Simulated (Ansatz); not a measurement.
# Ag: the cost of one run

Computed with Ansatz 0.2.0 (DFT r2SCAN, scalar-relativistic, plane waves, PAW, unless a step's input says otherwise).

2 further runs of the same task are left out: 2 set aside as unsound or not needed. Runs told in other sessions of the task aren't counted.

### Step 1. The starting structure

It takes space group P6_3/mmc (No. 194, hexagonal). Conventional cell: a = 2.905 Å, b = 2.905 Å, c = 9.467 Å, α = 90.00°, β = 90.00°, γ = 120.00°. Around Ag (site symmetry -6m2) lie 12 Ag at 2.90 to 2.91 Å. Ag (site symmetry -3m) has 12 Ag at 2.90 to 2.91 Å in its first shell of neighbours.

Coordinates:

```
Ag
1.0
    -2.90521    0.00000    0.00000
    -1.45260   -2.51598    0.00000
     0.00000    0.00000   18.93399
Ag
8
Direct
  0.33333 0.33333 0.12500
  0.33333 0.33333 0.62500
  0.66667 0.66667 0.37500
  0.66667 0.66667 0.87500
  0.00000 0.00000 0.00000
  0.00000 0.00000 0.50000
  0.00000 0.00000 0.25000
  0.00000 0.00000 0.75000
```

It is built from the cell relaxed beforehand with the same method (17.30 Å³/atom).

### Step 2. Zero of the scan

Input file input.yaml:

```yaml
crystal:
  lattice:
    - [-2.9052089956, 0.0, 0.0]
    - [-1.4526044978, -2.5159847935, 0.0]
    - [0.0, 0.0, 18.9339893801]
  atoms:
    - { symbol: Ag, position: [0.3333333333, 0.3333333333, 0.125] }
    - { symbol: Ag, position: [0.3333333333, 0.3333333333, 0.625] }
    - { symbol: Ag, position: [0.6666666667, 0.6666666667, 0.375] }
    - { symbol: Ag, position: [0.6666666667, 0.6666666667, 0.875] }
    - { symbol: Ag, position: [0.0, 0.0, 0.0] }
    - { symbol: Ag, position: [0.0, 0.0, 0.5] }
    - { symbol: Ag, position: [0.0, 1.0, 0.25] }
    - { symbol: Ag, position: [0.0, 1.0, 0.75] }
basis:
  ecutwfc: 500
kpoints:
  mp_grid: { grid: [18, 18, 3] }
hamiltonian:
  xc: r2scan
scf:
  occupations: { method: gaussian, width: 0.15 }
output:
  forces: true
  stress: true
  eigenvalues: true
```

Started as:

```bash
> ansatz run input.yaml --threads 2 --pin off --max-ram 5120MiB --backend cpu --events-out ev --progress --plain --runs-dir out
```

What time and memory should one allow on 2 threads of AMD EPYC 9R45 (Zen 5), shared host?

About 14 s, with a peak of 1.3 GiB.
